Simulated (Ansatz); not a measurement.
**C2H4FGa (SMILES C=[CH][GaH][F]) at MP2/cc-pVDZ**

Aim: the vertical ionisation energy of C2H4FGa at MP2/cc-pVDZ, from 2 runs. 

The results are computed with Ansatz 0.2.0.

67 further runs of the same task are left out: 2 that didn't finish, 65 set aside as unsound or not needed.

**1. The molecule**

C2H4FGa has 8 atoms, charge 0, and is taken as a singlet. SMILES: `C=[CH][GaH][F]`. The shape is that of a PBE0-D4/def2-TZVP optimisation. This is one conformer, not always the lowest.

Bond lengths: C1–C2 1.332 Å, C2–Ga3 1.936 Å, Ga3–F4 1.763 Å, C1–H5 1.088 Å, C1–H6 1.088 Å, C2–H7 1.087 Å, Ga3–H8 1.557 Å. Angles: C1–C2–Ga3 120.9°, C2–Ga3–F4 115.4°, C1–C2–H7 118.8°, Ga3–C2–H7 120.3°, C2–C1–H5 122.2°, C2–C1–H6 122.3°, C2–Ga3–H8 129.9°, F4–Ga3–H8 114.7°, H5–C1–H6 115.5°.

**2. The energy at MP2/cc-pVDZ**

molecule.yaml

```yaml
crystal:
  periodic: [false, false, false]
  atoms:
    - symbol: C
      position_ang: [-0.837100, 1.175400, 0.060900]
    - symbol: C
      position_ang: [0.342600, 0.569500, -0.065000]
    - symbol: Ga
      position_ang: [0.481700, -1.360200, -0.007600]
    - symbol: F
      position_ang: [2.110500, -2.006100, -0.199600]
    - symbol: H
      position_ang: [-1.762100, 0.620500, 0.200100]
    - symbol: H
      position_ang: [-0.941100, 2.257800, 0.031600]
    - symbol: H
      position_ang: [1.232300, 1.179600, -0.202300]
    - symbol: H
      position_ang: [-0.626900, -2.436700, 0.182000]
basis:
  gaussian:
    orbitals: cc-pVDZ
correlation:
  method: mp2
  frozen_orbitals: {C: 1, F: 1, Ga: 9, H: 0}
accuracy: high
```

Launch:

```console
ansatz run molecule.yaml --threads 1 --pin off --max-ram 3480MiB --events-out events.jsonl --progress --plain --runs-dir runs
```

Standard output:

```text
Warning: RAYON_NUM_THREADS=1 ignored (pool sized by the plan → 1); use --threads N
Functional definition: HF
  name "HF"
  exchange = exact_x
  correlation = 0
2037 factors; integrals over basis functions are off by at most 4.6e-9 eV
mean field evaluation 1: about -57161.0335 eV, gradient 3.6e1 eV
mean field evaluation 2: about -57161.1365 eV, gradient 3.6e1 eV
mean field evaluation 4: about -57164.0606 eV, gradient 3.0e0 eV
mean field evaluation 8: about -57164.1006 eV, gradient 1.6e-1 eV
mean field evaluation 16: about -57164.1008 eV, gradient 1.6e-8 eV
mean field -57164.10077988 eV, -2100.7419564415 hartree, gradient 1.6e-8 eV, S^2 0.000000; 0 other end points of the search recorded, 0 dependent functions left out
12 core orbitals not correlated: weight in the atoms' cores, before any rotation towards them, 1.000 or more for the frozen orbitals, at most 0.000 for the correlated occupied ones
reference -57164.10077988 eV, -2100.7419564415 hartree; 16, 16 occupied and 61, 61 virtual orbitals, 2037 factors
second order -14.61237611 eV of doubles, -0.00000000 eV of singles
Total energy: -57178.71315599 eV, -2101.2789513587 hartree
```

Run time: 5.4 s. Hardware: 1 thread of Arm Neoverse V1, shared host; peak memory 0.27 GiB.

**3. The doublet cation**

job.yaml

```yaml
crystal:
  periodic: [false, false, false]
  atoms:
    - {symbol: C, position_ang: [-0.837100, 1.175400, 0.060900]}
    - {symbol: C, position_ang: [0.342600, 0.569500, -0.065000]}
    - {symbol: Ga, position_ang: [0.481700, -1.360200, -0.007600]}
    - {symbol: F, position_ang: [2.110500, -2.006100, -0.199600]}
    - {symbol: H, position_ang: [-1.762100, 0.620500, 0.200100]}
    - {symbol: H, position_ang: [-0.941100, 2.257800, 0.031600]}
    - {symbol: H, position_ang: [1.232300, 1.179600, -0.202300]}
    - {symbol: H, position_ang: [-0.626900, -2.436700, 0.182000]}
basis:
  gaussian: {orbitals: cc-pVDZ}
total_charge: 1
magnetization: {spin_polarized: true, initial_magnetization: 1}
correlation: {method: mp2, frozen_orbitals: {C: 1, F: 1, Ga: 9, H: 0}}
accuracy: high
```

Launch:

```console
ansatz run job.yaml --threads 1 --pin off --max-ram 3480MiB --events-out events.jsonl --progress --plain --runs-dir runs
```

Standard output, cut to the lines that bear on the results:

```text
Warning: RAYON_NUM_THREADS=1 ignored (pool sized by the plan → 1); use --threads N
[... 2 set-up lines as earlier in the session ...]
[...]
2036 factors; integrals over basis functions are off by at most 4.6e-9 eV
[...]
mean field -57154.80095941 eV, -2100.4001943429 hartree, gradient 2.0e-8 eV, S^2 0.754355; 11 other end points of the search recorded, 0 dependent functions left out
12 core orbitals not correlated: weight in the atoms' cores, before any rotation towards them, 1.000 or more for the frozen orbitals, at most 0.000 for the correlated occupied ones
reference -57154.80095941 eV, -2100.4001943429 hartree; 16, 15 occupied and 61, 62 virtual orbitals, 2036 factors
second order -13.11095736 eV of doubles, -0.00000000 eV of singles
Total energy: -57167.91191678 eV, -2100.8820131391 hartree
```

It took 21 s on 1 thread of Arm Neoverse V1, shared host; peak memory 0.55 GiB.

**4. Summary of results**

At MP2/cc-pVDZ, 12 core orbitals frozen:

```
                                                     quantity           value
                                singlet C2H4FGa: total energy  -2101.27895 Eh
singlet C2H4FGa: correlation energy (12 core orbitals frozen)      -537.0 mEh
                                 doublet cation: total energy  -2100.88201 Eh
 doublet cation: correlation energy (12 core orbitals frozen)      -481.8 mEh
            doublet cation: ⟨S²⟩ of the reference determinant           0.754
           vertical ionisation energy (to the doublet cation)       10.801 eV
```

**Reading.** The vertical ionisation energy comes to 10.80 eV (249 kcal/mol).
